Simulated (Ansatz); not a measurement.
# NbCuS2: the cost of one run

Method: DFT PBE+U (U_eff = 8 eV on Nb d), plane waves, PAW, in Ansatz 0.2.0.

3 further runs of the same task are left out: 3 that didn't finish.

## 1. Starting point

Symmetry: R-3m, No. 166, trigonal system. The conventional cell has a = 3.676 Å, b = 3.676 Å, c = 20.018 Å, α = 90.00°, β = 90.00°, γ = 120.00°. Around Cu (site symmetry -3m) lie 6 S at 2.92 Å. Nb (site symmetry -3m) has 6 S at 2.51 Å as nearest neighbours. S (site symmetry 3m) has 3 Nb at 2.51 Å and 3 Cu at 2.92 Å as nearest neighbours.

As a file:

```cif
data_structure
_symmetry_space_group_name_H-M 'R-3m:H'
_symmetry_Int_Tables_number 166
_cell_length_a 3.6760
_cell_length_b 3.6760
_cell_length_c 20.0179
_cell_angle_alpha 90.000
_cell_angle_beta 90.000
_cell_angle_gamma 120.000
_cell_volume 234.26
loop_
_atom_site_label
_atom_site_type_symbol
_atom_site_symmetry_multiplicity
_atom_site_Wyckoff_symbol
_atom_site_fract_x
_atom_site_fract_y
_atom_site_fract_z
_atom_site_occupancy
Cu1 Cu 3 b 0.33333 0.66667 0.16667 1
Nb1 Nb 3 a 0.00000 0.00000 0.00000 1
S1 S 6 c 0.00000 0.00000 0.26670 1
```

Magnetic order typed: ferromagnetic.

## 2. From atoms, symmetry kept, no search

input.yaml reads:

```yaml
crystal:
  lattice:
    - [1.83799371, 1.06116616, 6.67261853]
    - [-1.83799371, 1.06116616, 6.67261853]
    - [0.0, -2.12233232, 6.67261853]
  atoms:
    - { symbol: Cu, position: [0.5, 0.5, 0.5] }
    - { symbol: Nb, position: [0.0, 0.0, 0.0], spin: 2.0 }
    - { symbol: S, position: [0.2667, 0.2667, 0.2667] }
    - { symbol: S, position: [0.7333, 0.7333, 0.7333] }
basis:
  ecutwfc: 420
  ecutrho_ratio: 4
kpoints:
  mp_grid: { grid: [6, 6, 6] }
hamiltonian:
  xc: pbe
  hubbard: { sites: [{ site: 1, l: d, u_eff: 8.0 }] }
scf:
  occupations: { method: gaussian, width: 0.05 }
  lower_state_search: "off"
  max_iter: 150
output:
  forces: true
  stress: true
  eigenvalues: true
  populations: true
  hubbard: { sites: [{ site: 1, l: d }] }
magnetization:
  spin_polarized: true
```

On the command line:

```
$ ansatz run input.yaml --threads 2 --pin off --max-ram 3072MiB --backend cpu --events-out ev --progress --plain --runs-dir out
```

**Question.** How long does this run take on 2 threads of Arm Neoverse N1, shared host, and how much memory does it need?

About 19 s, with a peak of 0.48 GiB.
